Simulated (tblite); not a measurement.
# H34Si26: the cost of one run

Programs: tblite 0.8.0 and PySCF 2.14.0, with routines of our own; each step states its level. All values are computed. Atoms count from 0.

### Step 1. The system as given

60 atoms, charge 0, multiplicity 1; geometry from: force field, distance geometry or constructed start.

### Step 2. Optimising the geometry with GFN2-xTB

The job: settings as JSON, then the geometry in Å.

```
{"job": {"kind": "relax", "xc": "GFN2-xTB", "basis": "xTB"}, "charge": 0, "multiplicity": 1}
Si    -3.389500    -0.680700    -2.038200
Si    -3.397600    -0.676300     3.387500
Si    -3.389200    -3.396700     0.679900
Si    -0.679600    -0.674500     0.672700
Si    -2.037600    -2.037800    -0.675500
Si    -4.755400    -2.037100     2.034000
Si    -6.109800    -0.677200     0.675600
Si    -0.675500     2.039300    -2.035100
Si    -2.033900     0.676800    -3.394800
Si    -3.397200     2.035800     0.680500
Si    -2.038700     3.393200    -0.681000
Si    -2.039100     0.676900     2.036600
Si    -4.755500     0.679600    -0.673900
Si     2.038800    -0.679500    -2.039300
Si     2.034400    -0.673800     3.394600
Si     2.034700    -3.393800     0.685200
Si     4.752500    -0.677000     0.679800
Si     3.393300    -2.040000    -0.679900
Si     0.678300    -2.034800     2.039100
Si     4.754900     2.037500    -2.033900
Si     3.392100     0.682700    -3.392900
Si     6.109000     0.680400    -0.679100
Si     2.040000     2.041200     0.685500
Si     3.390200     3.390100    -0.680400
Si     3.394900     0.681500     2.037500
Si     0.672800     0.678000    -0.676400
H     -4.225100    -1.508000    -2.868700
H     -2.563600    -1.509700     4.227000
H     -4.225200     0.152900     4.223800
H     -2.561900    -4.225400     1.513700
H     -4.222200    -4.225200    -0.153600
H     -1.207100    -2.866700    -1.510100
H     -5.584500    -2.867900     2.866100
H     -6.939200    -1.511600    -0.148800
H     -6.940100     0.154300     1.507000
H      0.153000     2.870200    -2.870900
H     -1.206000    -0.152400    -4.229900
H     -2.867100     1.512800    -4.228400
H     -4.224700     2.864100     1.510200
H     -2.872800     4.229200    -1.509100
H     -1.205300     4.223500     0.156300
H     -1.199300     1.504700     2.871700
H     -5.578600     1.511300    -1.513900
H      1.207800    -1.510800    -2.869800
H      2.864300    -1.508600     4.228200
H      1.203300     0.154100     4.222400
H      2.870400    -4.225700     1.509700
H      1.204900    -4.223200    -0.150200
H      5.585100    -1.509900     1.510500
H      4.227700    -2.867300    -1.508300
H     -0.153400    -2.875300     2.871100
H      5.590100     2.869300    -2.868300
H      4.225400    -0.152900    -4.225700
H      2.559600     1.508700    -4.228800
H      6.942000    -0.153400    -1.508800
H      6.940800     1.513300     0.153100
H      1.211800     2.862300     1.508400
H      2.565700     4.233400    -1.511000
H      4.225900     4.225100     0.156500
H      4.224900     1.512300     2.867000
```

Started as:

```sh
$ OMP_NUM_THREADS=4 python large_run.py task.json out
```

This one command runs all jobs of the session in turn.

**Question.** How long does this first job take on 4 threads of Arm Neoverse V2, shared host, and how much memory does it need?

About 5.4 s, with a peak of 0.17 GiB.
